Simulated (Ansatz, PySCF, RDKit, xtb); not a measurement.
# Isomers of C2H5ClGeO, a sample narrowed down

Which of a sample of isomers of C2H5ClGeO is the most stable in the gas at 298.15 K, and what are its properties? The sample is small against all isomers, and the most stable one of this formula need not be in it.

The funnel: GFN2-xTB relaxations, single points with a density functional, relaxations at PBE-D3(BJ)/def2-SVP, harmonic vibrations (at GFN2-xTB), and a last energy at a higher level. All values are calculated.

## (1) Possible bonding patterns

Isomers were taken from a list of plausible structures; this is a sample, not all of them. That gives 4 candidates.

```tsv
label	SMILES	spin
c091	C[C](=O)[GeH2][Cl]	singlet
c196	O=[CH][GeH2][CH2]Cl	singlet
c201	Cl/C=C/[O][GeH3]	singlet
c292	O=C[CH2][GeH2][Cl]	singlet
```

Candidates are built by distance geometry, with a force field where one applies, in up to four conformers (letters a to d).

Q: Predict the outcome of this search (final energies at CCSD(T)/def2-SVP + MP2/def2-TZVPP - MP2/def2-SVP).

| quantity | value |
| --- | --- |
| lowest structure found | O=C[CH2][GeH2][Cl], singlet |
| next finalist | C[C](=O)[GeH2][Cl], singlet, 3.0 kcal/mol higher in G |
| share at equilibrium, among the finalists | 99.4 % |
| dipole moment (PBE0/def2-TZVPD) | 4.30 D |
| HOMO energy (PBE0/def2-TZVPD) | -7.69 eV |
| LUMO energy (PBE0/def2-TZVPD) | -1.29 eV |
| HOMO–LUMO gap (PBE0/def2-TZVPD) | 6.40 eV |
| lowest excitation (TD-PBE0/def2-SVPD) | 4.18 eV (f = 0.002) |
| strongest of the states computed, same level | 6.52 eV (f = 0.053) |
| lowest triplet excitation, same level, Tamm-Dancoff | 3.55 eV |
| vertical ionisation energy | 9.79 eV |
| vertical electron affinity | -0.37 eV (unbound: the value depends on the basis) |
| vertical triplet less singlet | +3.51 eV |

`O=C[CH2][GeH2][Cl]` comes out lowest. The margin, 3.0 kcal/mol, is modest. r2SCAN-D4/def2-SVP, HF/def2-SVP and MP2/def2-SVP already put its bonding pattern lowest among the structures in one piece; GFN2-xTB, HF/STO-3G and PBE-D3(BJ)/def2-SVP favour the singlet C[C](=O)[GeH2][Cl]. One minimum inside the window was never screened. The search is not exhaustive (a finite list of starts, one conformer a finalist), so a lower isomer can't be ruled out. Only 4 drawn patterns were tried, so whole families of isomers are missing, and the result ranks this sample alone.
